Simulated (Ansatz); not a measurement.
This script makes a test of the smearing width of Cu3Pd, space group P4/mmm with the Python package of Ansatz (0.2.0).

`cu3pd_smear.py`
```python
# -*- coding: utf-8 -*-
from dataclasses import dataclass
import csv
import warnings

import ansatz as az


@dataclass
class RunConfig:
    xc: str = "LDA"
    cutoff: int = 450


cfg = RunConfig()

warnings.simplefilter("ignore", az.DeckWarning)

cell = (
    az.Lattice.of([3.697, 0.0, 0.0], [0.0, 3.697, 0.0], [0.0, 0.0, 3.659])
    .atom("Cu", [0.0, 0.5, 0.5])
    .atom("Cu", [0.5, 0.0, 0.5])
    .atom("Cu", [0.5, 0.5, 0.0])
    .atom("Pd", [0.0, 0.0, 0.0])
)

job = cell.calculation()
job = job.functional(cfg.xc)
job = job.pseudopotentials("paw")
job = job.basis(cfg.cutoff)
job = job.kpoints(6)
job = job.stress()

rows = []
for value in [0.5, 0.3, 0.2, 0.1]:
    rep = job.occupations("cold", width=value).run().report
    rows.append((value, rep["free_energy_ev"] / len(rep["lattice"]["sites"]), rep["n_iterations"], sum(rep["stress_gpa"][i][i] for i in range(3)) / 3, rep["n_kpoints"]))

with open("smear.csv", "w", newline="") as handle:
    writer = csv.writer(handle)
    writer.writerow(["width (eV)", "F/atom (eV)", "iterations", "P (GPa)", "k-points"])
    writer.writerows([round(v, 5) if isinstance(v, float) else v for v in row] for row in rows)

for row in rows[:-1]:
    shift = 1000 * (row[1] - rows[-1][1])
    print(f"{row[0]}: {shift:+.2f} meV/atom" + ("  (within 1 meV)" if abs(shift) < 1 else ""))
```

How much does the free energy per atom change between the narrowest and the widest smearing, and why?

Going from 0.1 to 0.5 eV changes F by +24.6 meV an atom. This scheme is built to cancel the term in the square of the width, but that needs a smooth density of states and a fine mesh, and here a sizeable shift remains. The pressure moves from -10.35 to -11.00 GPa.

The output:

Running `python cu3pd_smear.py` prints:
```text
0.5: +24.64 meV/atom
0.3: +2.13 meV/atom
0.2: -0.73 meV/atom  (within 1 meV)
```

`smear.csv`, as written:
```csv
width (eV),F/atom (eV),iterations,P (GPa),k-points
0.5,-6627.98403,8,-11.00474,40
0.3,-6628.00654,8,-10.2237,40
0.2,-6628.0094,8,-10.22656,40
0.1,-6628.00867,8,-10.34966,40
```

Caveats:
- For a metal this k-point mesh is coarse: on a finer one energies can move by several to tens of meV an atom and pressures by half a GPa or more, differences at one mesh by less.
- Within a few hundredths of an angstrom the cell has the higher group Pm-3m; the lower one is a small distortion.
- The narrowest width needs the finest mesh, so the last row is no converged reference.
- Pressure is positive in compression.
- At these settings the cell as given stands under about -10 GPa, so it isn't at this functional's equilibrium volume.
- The structure is a deposited one; some such entries were measured under pressure or heat, so a shift against it needn't be the functional's error alone.
- Wall time of the script: 13 s on 1 thread of Intel(R) Xeon(R) Processor @ 2.30GHz, with other jobs on the host, peak memory 0.55 GiB.
